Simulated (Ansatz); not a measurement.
# ZrO2: geometry and frequencies at several levels

Aim: geometry and frequencies at several levels, for ZrO2, with the cost of each level.

Method: the levels named in each step, in Ansatz 0.2.0.

### 1 The starting structure

Bond lengths: O1–Zr2 1.779 Å, Zr2–O3 1.779 Å. Angles: O1–Zr2–O3 106.4°.

Coordinates:

```xyz
3

O    -1.0364    0.3093   -1.2174
Zr   -0.1014   -0.0643    0.2494
O     1.6145    0.0575   -0.2046
```

### 2 A rough first relaxation, PBE-D4/def2-SVP

This run stands in another session on the same molecule. It ended at:

```xyz
3

O    -1.0403    0.3094   -1.2180
Zr   -0.1007   -0.0639    0.2477
O     1.6178    0.0570   -0.2024
```

### 3 Relaxation, HF/def2-SVP

The input, input.yaml:

```yaml
crystal:
  periodic: [false, false, false]
  atoms:
    - { symbol: O, position_ang: [-1.04031174, 0.30941734, -1.21795452] }
    - { symbol: Zr, position_ang: [-0.10069784, -0.0638945, 0.24768294] }
    - { symbol: O, position_ang: [1.61776958, 0.05695716, -0.20239843] }
basis:
  gaussian: { orbitals: def2-SVP }
hamiltonian:
  xc: hf
relax:
  f_tol: 0.002
  max_steps: 150
```

Started as:

```sh
> ansatz run input.yaml --threads 2 --pin off --max-ram 5120MiB --backend cpu --events-out ev --progress --plain --runs-dir out
```

Output (excerpt; [...] marks lines left out):

```text
Warning: RAYON_NUM_THREADS=2 ignored (pool sized by the plan → 2); use --threads N
[...]
Functional definition: HF
[...]
627 factors; integrals over basis functions are off by at most 1.9e-4 eV
[...]
mean field -5336.75135207 eV, -196.1219948087 hartree, gradient 1.3e-5 eV, S^2 0.000000; 0 other end points of the search recorded, 0 dependent functions left out
[...]
reference -5336.75135207 eV, -196.1219948087 hartree; 14, 14 occupied and 45, 45 virtual orbitals, 627 factors
relax step   1: F+E_penalty+E_count = -5336.75135207 eV  Δ(F+E_penalty+E_count) = +0.000e0 eV  max|allowed force component| = 2.719e0 eV/Å  Δτ_max = 0.0000 Å  (69 SCF iters, accepted)
[...]
relax step   6: F+E_penalty+E_count = -5336.86865759 eV  Δ(F+E_penalty+E_count) = +1.466e-8 eV  max|allowed force component| = 2.096e-3 eV/Å  Δτ_max = 0.0002 Å  (20 SCF iters, rejected (line search))
[...]
relax step   7: F+E_penalty+E_count = -5336.86865772 eV  Δ(F+E_penalty+E_count) = -1.149e-7 eV  max|allowed force component| = 3.358e-5 eV/Å  Δτ_max = 0.0001 Å  (20 SCF iters, accepted)
627 factors; integrals over basis functions are off by at most 1.9e-4 eV
[...]
mean field -5336.86865772 eV, -196.1263057116 hartree, gradient 1.0e-5 eV, S^2 0.000000; 1 other end points of the search recorded, 0 dependent functions left out
[...]
reference -5336.86865772 eV, -196.1263057116 hartree; 14, 14 occupied and 45, 45 virtual orbitals, 627 factors
Total energy: -5336.86865772 eV, -196.1263057116 hartree
Atom 0 at    -1.094118     0.304774    -1.200513 Å, force     0.000005    -0.000005     0.000021 eV/Å
Atom 1 at    -0.073955    -0.046926     0.181903 Å, force     0.000014     0.000009    -0.000034 eV/Å
Atom 2 at     1.644833     0.044633    -0.154060 Å, force    -0.000019    -0.000003     0.000012 eV/Å
Dipole moment:    -0.681239    -0.432226     1.675607 e Å
```

Wall time 11 s (2 threads of Intel Xeon at 2.50GHz (Skylake/Cascade Lake), shared host); peak memory 0.11 GiB.

Step by step:

| step | E - E(step 1) (eV) | largest force component (eV/Å) |
| --- | --- | --- |
| 1 | 0.0000 | 2.7192 |
| 2 | -0.0853 | 0.7972 |
| 3 | -0.1144 | 0.2655 |
| 4 | -0.1170 | 0.1076 |
| 5 | -0.1173 | 0.0028 |
| 6 | -0.1173 | 0.0021 |
| 7 | -0.1173 | 0.0000 |

Step 1 is the start. Step 6 was tried and not accepted.

Before: Bond lengths: O1–Zr2 1.781 Å, Zr2–O3 1.781 Å. Angles: O1–Zr2–O3 106.7°.

After: Bond lengths: O1–Zr2 1.754 Å, Zr2–O3 1.754 Å. Angles: O1–Zr2–O3 114.1°.

### 4 Frequencies, HF/def2-SVP

The input, input.yaml:

```yaml
crystal:
  periodic: [false, false, false]
  atoms:
    - { symbol: O, position_ang: [-1.09411847, 0.30477376, -1.20051332] }
    - { symbol: Zr, position_ang: [-0.07395459, -0.04692647, 0.18190314] }
    - { symbol: O, position_ang: [1.64483306, 0.04463271, -0.15405983] }
basis:
  gaussian: { orbitals: def2-SVP }
hamiltonian:
  xc: hf
phonons: {}
```

Started as:

```sh
> ansatz run input.yaml --threads 2 --pin off --max-ram 5120MiB --backend cpu --events-out ev --progress --plain --runs-dir out
```

Output (excerpt; [...] marks lines left out):

```text
Warning: RAYON_NUM_THREADS=2 ignored (pool sized by the plan → 2); use --threads N
[...]
Functional definition: HF
[...]
627 factors; integrals over basis functions are off by at most 1.9e-4 eV
[...]
mean field -5336.86865781 eV, -196.1263057150 hartree, gradient 1.4e-5 eV, S^2 0.000000; 0 other end points of the search recorded, 0 dependent functions left out
[...]
reference -5336.86865781 eV, -196.1263057150 hartree; 14, 14 occupied and 45, 45 virtual orbitals, 627 factors
[...]
627 factors; integrals over basis functions are off by at most 1.9e-4 eV
mean field -5336.86855072 eV, -196.1263017794 hartree, gradient 1.4e-6 eV, S^2 0.000000; 0 other end points of the search recorded, 0 dependent functions left out
[...]
reference -5336.86855072 eV, -196.1263017794 hartree; 14, 14 occupied and 45, 45 virtual orbitals, 627 factors
[...]
627 factors; integrals over basis functions are off by at most 1.9e-4 eV
[...]
mean field -5336.86854919 eV, -196.1263017232 hartree, gradient 1.4e-6 eV, S^2 0.000000; 0 other end points of the search recorded, 0 dependent functions left out
[...]
reference -5336.86854919 eV, -196.1263017232 hartree; 14, 14 occupied and 45, 45 virtual orbitals, 627 factors
[...]
627 factors; integrals over basis functions are off by at most 1.9e-4 eV
mean field -5336.86855001 eV, -196.1263017536 hartree, gradient 1.4e-6 eV, S^2 0.000000; 0 other end points of the search recorded, 0 dependent functions left out
[...]
reference -5336.86855001 eV, -196.1263017536 hartree; 14, 14 occupied and 45, 45 virtual orbitals, 627 factors
Total energy: -5336.86865781 eV, -196.1263057150 hartree
Atom 0 at    -1.094118     0.304774    -1.200513 Å, force     0.000006    -0.000006     0.000023 eV/Å
Atom 1 at    -0.073955    -0.046926     0.181903 Å, force     0.000014     0.000009    -0.000035 eV/Å
Atom 2 at     1.644833     0.044633    -0.154060 Å, force    -0.000021    -0.000003     0.000013 eV/Å
Dipole moment:    -0.681239    -0.432226     1.675606 e Å
Vibrations: 293.45 941.59 1023.95 cm⁻¹, zero-point energy 0.140039 eV
```

Run time: 8.3 s. Hardware: 2 threads of Intel Xeon at 2.50GHz (Skylake/Cascade Lake), shared host; peak memory 0.11 GiB.

Harmonic frequencies (cm⁻¹; negative: imaginary): 293, 942, 1024.

### 5 Relaxation, LDA/def2-SVP

The input, input.yaml:

```yaml
crystal:
  periodic: [false, false, false]
  atoms:
    - { symbol: O, position_ang: [-1.04031174, 0.30941734, -1.21795452] }
    - { symbol: Zr, position_ang: [-0.10069784, -0.0638945, 0.24768294] }
    - { symbol: O, position_ang: [1.61776958, 0.05695716, -0.20239843] }
basis:
  gaussian: { orbitals: def2-SVP }
hamiltonian:
  xc: lda
relax:
  f_tol: 0.002
  max_steps: 150
```

Started as:

```sh
> ansatz run input.yaml --threads 2 --pin off --max-ram 5120MiB --backend cpu --events-out ev --progress --plain --runs-dir out
```

Output (excerpt; [...] marks lines left out):

```text
Warning: RAYON_NUM_THREADS=2 ignored (pool sized by the plan → 2); use --threads N
[...]
Functional definition: SPW92
[...]
564 factors; their error is unknown
[...]
mean field -5340.56874885 eV, -196.2622815528 hartree, gradient 3.6e-5 eV, S^2 0.000000; 0 other end points of the search recorded, 0 dependent functions left out
[...]
reference -5340.56879171 eV, -196.2622831279 hartree; 14, 14 occupied and 45, 45 virtual orbitals, 564 factors
relax step   1: F+E_penalty+E_count = -5340.56874885 eV  Δ(F+E_penalty+E_count) = +0.000e0 eV  max|allowed force component| = 6.129e-1 eV/Å  Δτ_max = 0.0000 Å  (28 SCF iters, accepted)
[...]
relax step   2: F+E_penalty+E_count = -5340.57857656 eV  Δ(F+E_penalty+E_count) = -9.828e-3 eV  max|allowed force component| = 6.745e-2 eV/Å  Δτ_max = 0.0182 Å  (29 SCF iters, accepted)
[...]
relax step   3: F+E_penalty+E_count = -5340.57870007 eV  Δ(F+E_penalty+E_count) = -1.235e-4 eV  max|allowed force component| = 1.988e-3 eV/Å  Δτ_max = 0.0027 Å  (30 SCF iters, accepted)
564 factors; their error is unknown
mean field -5340.57870007 eV, -196.2626472535 hartree, gradient 1.9e-5 eV, S^2 0.000000; 1 other end points of the search recorded, 0 dependent functions left out
[...]
reference -5340.57874271 eV, -196.2626488202 hartree; 14, 14 occupied and 45, 45 virtual orbitals, 564 factors
Total energy: -5340.57874271 eV, -196.2626488202 hartree
Atom 0 at    -1.020555     0.307818    -1.211487 Å, force    -0.000387    -0.000258     0.001001 eV/Å
Atom 1 at    -0.101459    -0.064377     0.249554 Å, force     0.000808     0.000513    -0.001988 eV/Å
Atom 2 at     1.598773     0.059039    -0.210737 Å, force    -0.000421    -0.000255     0.000987 eV/Å
Dipole moment:    -0.548386    -0.347934     1.348834 e Å
```

Run time: 4.5 s. Hardware: 2 threads of Intel Xeon at 2.50GHz (Skylake/Cascade Lake), shared host; peak memory 0.12 GiB.

The steps of the relaxation:

| step | energy from step 1 (eV) | largest force component (eV/Å) |
| --- | --- | --- |
| 1 | 0.0000 | 0.6129 |
| 2 | -0.0098 | 0.0674 |
| 3 | -0.0100 | 0.0020 |

Step 1 is the start.

Before: Bond lengths: O1–Zr2 1.781 Å, Zr2–O3 1.781 Å. Angles: O1–Zr2–O3 106.7°.

After: Bond lengths: O1–Zr2 1.766 Å, Zr2–O3 1.766 Å. Angles: O1–Zr2–O3 105.7°.

### 6 Frequencies, LDA/def2-SVP

The input, input.yaml:

```yaml
crystal:
  periodic: [false, false, false]
  atoms:
    - { symbol: O, position_ang: [-1.02055458, 0.30781828, -1.21148686] }
    - { symbol: Zr, position_ang: [-0.10145865, -0.06437715, 0.24955402] }
    - { symbol: O, position_ang: [1.59877323, 0.05903887, -0.21073717] }
basis:
  gaussian: { orbitals: def2-SVP }
hamiltonian:
  xc: lda
phonons: {}
```

Started as:

```sh
> ansatz run input.yaml --threads 2 --pin off --max-ram 5120MiB --backend cpu --events-out ev --progress --plain --runs-dir out
```

Output (excerpt; [...] marks lines left out):

```text
Warning: RAYON_NUM_THREADS=2 ignored (pool sized by the plan → 2); use --threads N
[...]
Functional definition: SPW92
[...]
564 factors; their error is unknown
[...]
mean field -5340.57870007 eV, -196.2626472535 hartree, gradient 1.1e-5 eV, S^2 0.000000; 0 other end points of the search recorded, 0 dependent functions left out
[...]
reference -5340.57874271 eV, -196.2626488202 hartree; 14, 14 occupied and 45, 45 virtual orbitals, 564 factors
[...]
564 factors; their error is unknown
mean field -5340.57859792 eV, -196.2626434995 hartree, gradient 2.5e-6 eV, S^2 0.000000; 0 other end points of the search recorded, 0 dependent functions left out
[...]
reference -5340.57864056 eV, -196.2626450662 hartree; 14, 14 occupied and 45, 45 virtual orbitals, 564 factors
[...]
564 factors; their error is unknown
[...]
564 factors; their error is unknown
mean field -5340.57860796 eV, -196.2626438682 hartree, gradient 2.6e-6 eV, S^2 0.000000; 0 other end points of the search recorded, 0 dependent functions left out
[...]
reference -5340.57865060 eV, -196.2626454352 hartree; 14, 14 occupied and 45, 45 virtual orbitals, 564 factors
[...]
564 factors; their error is unknown
[...]
mean field -5340.57860251 eV, -196.2626436682 hartree, gradient 2.6e-6 eV, S^2 0.000000; 0 other end points of the search recorded, 0 dependent functions left out
[...]
reference -5340.57864514 eV, -196.2626452347 hartree; 14, 14 occupied and 45, 45 virtual orbitals, 564 factors
Total energy: -5340.57874271 eV, -196.2626488202 hartree
Atom 0 at    -1.020555     0.307818    -1.211487 Å, force    -0.000387    -0.000258     0.001001 eV/Å
Atom 1 at    -0.101459    -0.064377     0.249554 Å, force     0.000808     0.000513    -0.001988 eV/Å
Atom 2 at     1.598773     0.059039    -0.210737 Å, force    -0.000421    -0.000255     0.000988 eV/Å
Dipole moment:    -0.548386    -0.347934     1.348834 e Å
Vibrations: 307.74 886.13 943.48 cm⁻¹, zero-point energy 0.132499 eV
```

Run time: 6.2 s. Hardware: 2 threads of Intel Xeon at 2.50GHz (Skylake/Cascade Lake), shared host; peak memory 0.12 GiB.

Harmonic frequencies (cm⁻¹; negative: imaginary): 308, 886, 943.

### 7 Relaxation, PBE-D4/def2-SVP

The input, input.yaml:

```yaml
crystal:
  periodic: [false, false, false]
  atoms:
    - { symbol: O, position_ang: [-1.04031174, 0.30941734, -1.21795452] }
    - { symbol: Zr, position_ang: [-0.10069784, -0.0638945, 0.24768294] }
    - { symbol: O, position_ang: [1.61776958, 0.05695716, -0.20239843] }
basis:
  gaussian: { orbitals: def2-SVP }
hamiltonian:
  xc: pbe
  dispersion: d4
relax:
  f_tol: 0.002
  max_steps: 150
```

Started as:

```sh
> ansatz run input.yaml --threads 2 --pin off --max-ram 5120MiB --backend cpu --events-out ev --progress --plain --runs-dir out
```

Output (excerpt; [...] marks lines left out):

```text
Warning: RAYON_NUM_THREADS=2 ignored (pool sized by the plan → 2); use --threads N
[...]
Functional definition: PBE
[...]
564 factors; their error is unknown
[...]
mean field -5368.77876575 eV, -197.2989805523 hartree, gradient 3.7e-5 eV, S^2 0.000000; 0 other end points of the search recorded, 0 dependent functions left out
[...]
reference -5368.77881007 eV, -197.2989821812 hartree; 14, 14 occupied and 45, 45 virtual orbitals, 564 factors
relax step   1: F+E_penalty+E_count = -5368.83603497 eV  Δ(F+E_penalty+E_count) = +0.000e0 eV  max|allowed force component| = 2.116e-2 eV/Å  Δτ_max = 0.0000 Å  (28 SCF iters, accepted)
[...]
relax step   2: F+E_penalty+E_count = -5368.83604089 eV  Δ(F+E_penalty+E_count) = -5.919e-6 eV  max|allowed force component| = 5.384e-3 eV/Å  Δτ_max = 0.0008 Å  (21 SCF iters, accepted)
[...]
relax step   3: F+E_penalty+E_count = -5368.83604236 eV  Δ(F+E_penalty+E_count) = -1.473e-6 eV  max|allowed force component| = 9.774e-4 eV/Å  Δτ_max = 0.0003 Å  (21 SCF iters, accepted)
564 factors; their error is unknown
mean field -5368.77877544 eV, -197.2989809083 hartree, gradient 2.6e-5 eV, S^2 0.000000; 1 other end points of the search recorded, 0 dependent functions left out
[...]
reference -5368.77881975 eV, -197.2989825370 hartree; 14, 14 occupied and 45, 45 virtual orbitals, 564 factors
Total energy: -5368.83608668 eV, -197.3010870578 hartree
Atom 0 at    -1.039940     0.309457    -1.218104 Å, force    -0.000684     0.000172    -0.000679 eV/Å
Atom 1 at    -0.100903    -0.064025     0.248188 Å, force    -0.000294    -0.000186     0.000723 eV/Å
Atom 2 at     1.617603     0.057048    -0.202754 Å, force     0.000977     0.000014    -0.000044 eV/Å
Dipole moment:    -0.552978    -0.350848     1.360129 e Å
```

Wall time 6.4 s (2 threads of Intel Xeon at 2.50GHz (Skylake/Cascade Lake), shared host); peak memory 0.12 GiB.

Relaxation path:

```
step  energy from step 1 (eV)  largest force component (eV/Å)
   1                   0.0000                          0.0212
   2                   0.0000                          0.0054
   3                   0.0000                          0.0010
```

Step 1 is the start.

Before: Bond lengths: O1–Zr2 1.781 Å, Zr2–O3 1.781 Å. Angles: O1–Zr2–O3 106.7°.

After: Bond lengths: O1–Zr2 1.781 Å, Zr2–O3 1.781 Å. Angles: O1–Zr2–O3 106.6°.

### 8 Frequencies, PBE-D4/def2-SVP

The input, input.yaml:

```yaml
crystal:
  periodic: [false, false, false]
  atoms:
    - { symbol: O, position_ang: [-1.03993956, 0.30945684, -1.21810391] }
    - { symbol: Zr, position_ang: [-0.10090305, -0.0640247, 0.2481877] }
    - { symbol: O, position_ang: [1.61760262, 0.05704787, -0.2027538] }
basis:
  gaussian: { orbitals: def2-SVP }
hamiltonian:
  xc: pbe
  dispersion: d4
phonons: {}
```

Started as:

```sh
> ansatz run input.yaml --threads 2 --pin off --max-ram 5120MiB --backend cpu --events-out ev --progress --plain --runs-dir out
```

Output (excerpt; [...] marks lines left out):

```text
Warning: RAYON_NUM_THREADS=2 ignored (pool sized by the plan → 2); use --threads N
[...]
Functional definition: PBE
[...]
564 factors; their error is unknown
[...]
mean field -5368.77877544 eV, -197.2989809083 hartree, gradient 5.1e-5 eV, S^2 0.000000; 0 other end points of the search recorded, 0 dependent functions left out
[...]
reference -5368.77881975 eV, -197.2989825370 hartree; 14, 14 occupied and 45, 45 virtual orbitals, 564 factors
[...]
564 factors; their error is unknown
mean field -5368.77870588 eV, -197.2989783521 hartree, gradient 2.6e-6 eV, S^2 0.000000; 0 other end points of the search recorded, 0 dependent functions left out
[...]
reference -5368.77875020 eV, -197.2989799808 hartree; 14, 14 occupied and 45, 45 virtual orbitals, 564 factors
[...]
564 factors; their error is unknown
[...]
564 factors; their error is unknown
mean field -5368.77867021 eV, -197.2989770413 hartree, gradient 2.6e-6 eV, S^2 0.000000; 0 other end points of the search recorded, 0 dependent functions left out
[...]
reference -5368.77871453 eV, -197.2989786701 hartree; 14, 14 occupied and 45, 45 virtual orbitals, 564 factors
[...]
564 factors; their error is unknown
[...]
mean field -5368.77870260 eV, -197.2989782315 hartree, gradient 2.7e-6 eV, S^2 0.000000; 0 other end points of the search recorded, 0 dependent functions left out
[...]
reference -5368.77874691 eV, -197.2989798599 hartree; 14, 14 occupied and 45, 45 virtual orbitals, 564 factors
Total energy: -5368.83608668 eV, -197.3010870578 hartree
Atom 0 at    -1.039940     0.309457    -1.218104 Å, force    -0.000682     0.000172    -0.000680 eV/Å
Atom 1 at    -0.100903    -0.064025     0.248188 Å, force    -0.000295    -0.000187     0.000725 eV/Å
Atom 2 at     1.617603     0.057048    -0.202754 Å, force     0.000977     0.000015    -0.000046 eV/Å
Dipole moment:    -0.552977    -0.350848     1.360127 e Å
Vibrations: 300.27 857.49 915.83 cm⁻¹, zero-point energy 0.128546 eV
```

Wall time 8.4 s (2 threads of Intel Xeon at 2.50GHz (Skylake/Cascade Lake), shared host); peak memory 0.12 GiB.

Harmonic frequencies (cm⁻¹; negative: imaginary): 300, 857, 916.

### 9 The levels compared

```tsv
level	O1–Zr2 (Å)	Zr2–O3 (Å)	rotational constants (MHz)	dipole (D)	highest frequency (cm⁻¹)	CPU time
HF/def2-SVP	1.7537	1.7537	23555, 7293.2, 5568.9	8.93	1024	18 s
LDA/def2-SVP	1.7658	1.7658	18841, 7974.5, 5603.1	7.19	943	7.4 s
PBE-D4/def2-SVP	1.7808	1.7808	18922, 7746.9, 5496.5	7.25	916	11 s
```

Constants are for the commonest isotopes at the equilibrium geometry; times are CPU times of the relaxations.

### 10 What came out

| quantity | value |
| --- | --- |
| O1–Zr2 at PBE-D4/def2-SVP | 1.781 Å |
| Zr2–O3 at PBE-D4/def2-SVP | 1.781 Å |
| frequencies at PBE-D4/def2-SVP | 300 to 916 cm⁻¹ |

The O–Zr distance spreads over 0.027 Å, from HF/def2-SVP (shortest) to PBE-D4/def2-SVP. No mode is imaginary, so the geometry is a minimum. Heavy atoms carry effective core potentials in def2 sets, and spin-orbit coupling is left out.
